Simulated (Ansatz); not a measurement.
**H₆N₂O₂Zr: how energies converge with the basis set**

One table from this session's results is given with a row withheld; the runs are named, their logs left out.

Program: Ansatz 0.2.0, Gaussian basis. Level of theory: one geometry, several basis sets. These are calculated values, not measurements.

Plan: PBE0-D4/def2-SVP; ωB97M-V/def2-SVP; PBE0-D4/def2-QZVPP; ωB97M-V/def2-QZVPP; the functionals' def2-TZVPP values are taken from earlier runs.

### Structure used throughout

An earlier PBE0-D4 in a triple-zeta def2 set relaxation fixed the geometry. Zr takes the def2 core potential; no spin-orbit term is included.

SMILES `[NH2][Zr]([NH2])([OH])[OH]`, 11 atoms, charge 0, spin multiplicity 1.

Atoms are counted from 1 here; the program's logs count them from 0.

Bond lengths: N1–Zr2 2.046 Å, N1–H6 1.010 Å, N1–H7 1.011 Å, Zr2–N3 2.045 Å, Zr2–O4 1.942 Å, Zr2–O5 1.937 Å, N3–H8 1.011 Å, N3–H9 1.011 Å, O4–H10 0.954 Å, O5–H11 0.952 Å. Angles: Zr2–N1–H6 125.7°, Zr2–N1–H7 125.4°, H6–N1–H7 108.7°, N1–Zr2–N3 107.1°, N1–Zr2–O4 111.9°, N1–Zr2–O5 106.0°, N3–Zr2–O4 105.0°, N3–Zr2–O5 113.5°, O4–Zr2–O5 113.3°, Zr2–N3–H8 124.6°, Zr2–N3–H9 126.4°, H8–N3–H9 108.7°, Zr2–O4–H10 147.7°, Zr2–O5–H11 158.7°.

Set-up of the first run:

Input file in.yaml:

```yaml
crystal:
  periodic: [false, false, false]
  atoms:
    - {symbol: N, position_ang: [-1.621683, 0.371603, 0.838968]}
    - {symbol: Zr, position_ang: [0.029675, -0.029157, -0.300554]}
    - {symbol: N, position_ang: [1.569164, -0.421596, 0.986713]}
    - {symbol: O, position_ang: [0.603886, 1.524534, -1.314535]}
    - {symbol: O, position_ang: [-0.447518, -1.538347, -1.417890]}
    - {symbol: H, position_ang: [-1.613220, 0.745268, 1.777300]}
    - {symbol: H, position_ang: [-2.576086, 0.161628, 0.581734]}
    - {symbol: H, position_ang: [2.391999, 0.155886, 1.090137]}
    - {symbol: H, position_ang: [1.692592, -1.261656, 1.534762]}
    - {symbol: H, position_ang: [0.414324, 2.412561, -1.605541]}
    - {symbol: H, position_ang: [-0.443133, -2.120705, -2.171094]}
basis:
  gaussian: {orbitals: def2-SVP}
hamiltonian: {xc: pbe0, dispersion: d4}
output: {orbitals: {seedname: orbitals}}
```

On the command line:

```
$ ansatz run in.yaml --threads 4 --pin off --events-out ev --progress --plain --max-ram 10444MiB
```

Steps of the session up to this table: PBE0-D4 in def2-SVP; ωB97M-V in def2-SVP; PBE0-D4 in def2-QZVPP; ωB97M-V in def2-QZVPP.

One of the session's tables, all rows but one given; the rest of the session is left out.

```
functional       basis  HOMO (eV)  LUMO (eV)
   PBE0-D4    def2-SVP      -6.49       0.14
   PBE0-D4  def2-TZVPP          ?          ?
   PBE0-D4  def2-QZVPP      -6.79      -0.23
   ωB97M-V    def2-SVP      -8.83       1.14
   ωB97M-V  def2-TZVPP      -9.09       0.81
   ωB97M-V  def2-QZVPP      -9.15       0.58
```

**Question.** Estimate the row for PBE0-D4, def2-TZVPP.

**Answer.** HOMO (eV): -6.73; LUMO (eV): -0.10. In the column «HOMO (eV)» it lies between PBE0-D4, def2-QZVPP (-6.79) and PBE0-D4, def2-SVP (-6.49).
